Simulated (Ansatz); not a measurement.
# C₂H₇GaSe: one species, many methods

An exercise on one series of results from a longer session: the logs are not shown, and one member is left open.

The runs use Ansatz 0.2.0, Gaussian basis; functionals in def2-TZVPP, the program's frozen cores in correlated methods.

The runs, in order: LDA (SPW92), PBE-D4, revPBE-D4, BLYP-D4, r2SCAN-D4, B97M-V, PBE0-D4, B3LYP-D4, r2SCANh-D4, r2SCAN0-D4, HSE06-D4, BHLYP-D4, CAM-B3LYP-D4, LC-ωPBE, ωB97X-V, ωB97M-V, B2PLYP, PBE-QIDH; CCSD(T)/def2-SVP; CCSD(T)/def2-TZVPP; MP2/def2-QZVPP; extrapolation to the limit; RPA on PBE.

**Structure used throughout**

The geometry comes from an earlier relaxation with PBE0-D4 in a triple-zeta def2 set; it is a stationary point, not always the lowest conformer.

SMILES `[CH3][Ga]([CH3])[SeH]`, 11 atoms, charge 0, spin multiplicity 1.

Atoms are counted from 1 here; the program's logs count them from 0.

Bond lengths: C1–Ga2 1.965 Å, C1–H5 1.094 Å, C1–H6 1.091 Å, C1–H7 1.092 Å, Ga2–C3 1.965 Å, Ga2–Se4 2.343 Å, C3–H8 1.093 Å, C3–H9 1.090 Å, C3–H10 1.093 Å, Se4–H11 1.468 Å. Angles: Ga2–C1–H5 109.3°, Ga2–C1–H6 111.4°, Ga2–C1–H7 111.2°, H5–C1–H6 107.9°, H5–C1–H7 107.8°, H6–C1–H7 109.1°, C1–Ga2–C3 126.5°, C1–Ga2–Se4 118.2°, C3–Ga2–Se4 115.3°, Ga2–C3–H8 110.1°, Ga2–C3–H9 112.0°, Ga2–C3–H10 110.0°, H8–C3–H9 108.7°, H8–C3–H10 107.3°, H9–C3–H10 108.6°, Ga2–Se4–H11 93.8°.

Set-up of the first run:

Input file in.yaml:

```yaml
crystal:
  periodic: [false, false, false]
  atoms:
    - {symbol: C, position_ang: [-0.722450, 1.355631, -0.782843]}
    - {symbol: Ga, position_ang: [0.036941, -0.318630, -0.088814]}
    - {symbol: C, position_ang: [1.017353, -0.547791, 1.598205]}
    - {symbol: Se, position_ang: [-0.255591, -2.271578, -1.349736]}
    - {symbol: H, position_ang: [-1.742046, 1.473107, -0.405060]}
    - {symbol: H, position_ang: [-0.766953, 1.351012, -1.872501]}
    - {symbol: H, position_ang: [-0.142324, 2.219413, -0.452563]}
    - {symbol: H, position_ang: [0.401923, -0.215228, 2.438088]}
    - {symbol: H, position_ang: [1.305017, -1.585691, 1.765703]}
    - {symbol: H, position_ang: [1.920395, 0.068107, 1.592256]}
    - {symbol: H, position_ang: [-0.986964, -1.585452, -2.422237]}
basis:
  gaussian: {orbitals: def2-TZVPP}
hamiltonian: {xc: lda}
output: {orbitals: {seedname: orbitals}}
```

Among the steps run: LDA; PBE-D4 (GGA); revPBE-D4 (GGA); BLYP-D4 (GGA); r2SCAN-D4 (meta-GGA); B97M-V (meta-GGA); PBE0-D4 (hybrid); B3LYP-D4 (hybrid); r2SCANh-D4 (hybrid); r2SCAN0-D4 (hybrid); HSE06-D4 (hybrid); BHLYP-D4 (hybrid); CAM-B3LYP-D4 (range-separated); LC-ωPBE-D4 (range-separated; the results give it without D4); ωB97X-V (range-separated); ωB97M-V (range-separated); B2PLYP (double hybrid); PBE-QIDH (double hybrid).

One of the session's tables, all rows but one given; the rest of the session is left out.

It belongs to the step «Orbital energies across the functionals». 

```
  functional  HOMO (eV)  gap (eV)
 LDA (SPW92)      -6.01      4.27
      PBE-D4      -5.86      4.38
   revPBE-D4      -5.80      4.44
     BLYP-D4      -5.69      4.28
   r2SCAN-D4      -6.13      4.89
      B97M-V      -6.16      4.79
     PBE0-D4      -6.96      6.25
    B3LYP-D4      -6.72      5.76
  r2SCANh-D4      -6.53      5.57
  r2SCAN0-D4      -7.14      6.57
    HSE06-D4      -6.56      5.49
    BHLYP-D4      -7.90      7.95
CAM-B3LYP-D4      -8.21      8.40
     LC-ωPBE      -9.56     10.89
     ωB97X-V          ?         ?
     ωB97M-V      -9.10     10.06
```

Estimate the missing values for ωB97X-V.

The run gave: HOMO (eV): -9.23; gap (eV): 10.41. In the column «HOMO (eV)» it lies between LC-ωPBE (-9.56) and ωB97M-V (-9.10).
